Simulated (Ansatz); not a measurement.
# C2H7BS: up Jacob's ladder to CCSD(T)

The task here is to estimate one member of a computed series from the others.

Method: functionals in def2-TZVPP, the program's frozen cores in correlated methods; program: Ansatz 0.2.0, Gaussian basis.

Levels to be run: LDA (SPW92), PBE-D4, revPBE-D4, BLYP-D4, r2SCAN-D4, B97M-V, PBE0-D4, B3LYP-D4, r2SCANh-D4, r2SCAN0-D4, HSE06-D4, BHLYP-D4, CAM-B3LYP-D4, LC-ωPBE, ωB97X-V, ωB97M-V, B2PLYP, PBE-QIDH; CCSD(T)/def2-SVP; CCSD(T)/def2-TZVPP; MP2/def2-QZVPP; extrapolation to the limit; RPA on PBE.

### The relaxed structure

The geometry comes from an earlier relaxation with PBE0-D4 in a triple-zeta def2 set; it is a stationary point, not always the lowest conformer.

SMILES `BCCS`, 11 atoms, charge 0, spin multiplicity 1.

Atoms are counted from 1 here; the program's logs count them from 0.

Bond lengths: B1–C2 1.552 Å, B1–H5 1.197 Å, B1–H6 1.199 Å, C2–C3 1.517 Å, C2–H7 1.104 Å, C2–H8 1.098 Å, C3–S4 1.814 Å, C3–H9 1.093 Å, C3–H10 1.092 Å, S4–H11 1.343 Å. Angles: C2–B1–H5 119.4°, C2–B1–H6 121.9°, H5–B1–H6 118.6°, B1–C2–C3 117.3°, B1–C2–H7 104.8°, B1–C2–H8 109.8°, C3–C2–H7 109.9°, C3–C2–H8 111.1°, H7–C2–H8 102.7°, C2–C3–S4 115.0°, C2–C3–H9 110.5°, C2–C3–H10 111.1°, S4–C3–H9 104.1°, S4–C3–H10 109.0°, H9–C3–H10 106.6°, C3–S4–H11 96.8°.

The first run:

Input file in.yaml:

```yaml
crystal:
  periodic: [false, false, false]
  atoms:
    - {symbol: B, position_ang: [-0.722194, 1.611318, 0.094833]}
    - {symbol: C, position_ang: [-0.131556, 0.281319, -0.445362]}
    - {symbol: C, position_ang: [0.459845, -0.680505, 0.567866]}
    - {symbol: S, position_ang: [1.354351, -2.089574, -0.143481]}
    - {symbol: H, position_ang: [-1.298631, 2.346403, -0.654376]}
    - {symbol: H, position_ang: [-0.588215, 1.946428, 1.238220]}
    - {symbol: H, position_ang: [0.643813, 0.589982, -1.168215]}
    - {symbol: H, position_ang: [-0.869846, -0.222303, -1.084062]}
    - {symbol: H, position_ang: [1.206681, -0.175278, 1.185160]}
    - {symbol: H, position_ang: [-0.306714, -1.053517, 1.249914]}
    - {symbol: H, position_ang: [0.317864, -2.611074, -0.819798]}
basis:
  gaussian: {orbitals: def2-TZVPP}
hamiltonian: {xc: lda}
output: {orbitals: {seedname: orbitals}}
```

Command:

```
$ ansatz run in.yaml --threads 2 --pin off --events-out ev --progress --plain --max-ram 4352MiB
```

Among the steps run: LDA; PBE-D4 (GGA); revPBE-D4 (GGA); BLYP-D4 (GGA); r2SCAN-D4 (meta-GGA); B97M-V (meta-GGA); B3LYP-D4 (hybrid); r2SCANh-D4 (hybrid); r2SCAN0-D4 (hybrid); HSE06-D4 (hybrid); BHLYP-D4 (hybrid); CAM-B3LYP-D4 (range-separated); LC-ωPBE (range-separated); ωB97X-V (range-separated); ωB97M-V (range-separated); B2PLYP (double hybrid); PBE-QIDH (double hybrid).

One of the session's tables, all rows but one given; the rest of the session is left out.

It belongs to the step «Orbital energies across the functionals». 

```
  functional  HOMO (eV)  LUMO (eV)  gap (eV)
 LDA (SPW92)      -5.67      -2.85      2.81
      PBE-D4      -5.54      -2.57      2.98
   revPBE-D4      -5.49      -2.45      3.05
     BLYP-D4      -5.39      -2.42      2.96
   r2SCAN-D4      -5.79      -2.14      3.64
      B97M-V      -5.90      -2.27      3.63
     PBE0-D4      -6.78      -1.53      5.25
    B3LYP-D4          ?          ?         ?
  r2SCANh-D4      -6.25      -1.79      4.45
  r2SCAN0-D4      -6.94      -1.28      5.66
    HSE06-D4      -6.37      -1.92      4.46
    BHLYP-D4      -7.88      -0.50      7.38
CAM-B3LYP-D4      -8.13      -0.44      7.69
     LC-ωPBE      -9.56       0.80     10.36
     ωB97X-V      -9.18       0.67      9.85
     ωB97M-V      -9.02       0.39      9.41
```

Estimate the missing values for B3LYP-D4.

Worked estimate for «HOMO (eV)». Against the share of exact exchange, BLYP-D4 (0, -5.39), BHLYP-D4 (0.5, -7.88) give a slope of -4.98 per unit share; at 0.2 the line stands at -6.39.

The run gave: HOMO (eV): -6.54; LUMO (eV): -1.77; gap (eV): 4.76. In «HOMO (eV)» the line misses by +0.15.
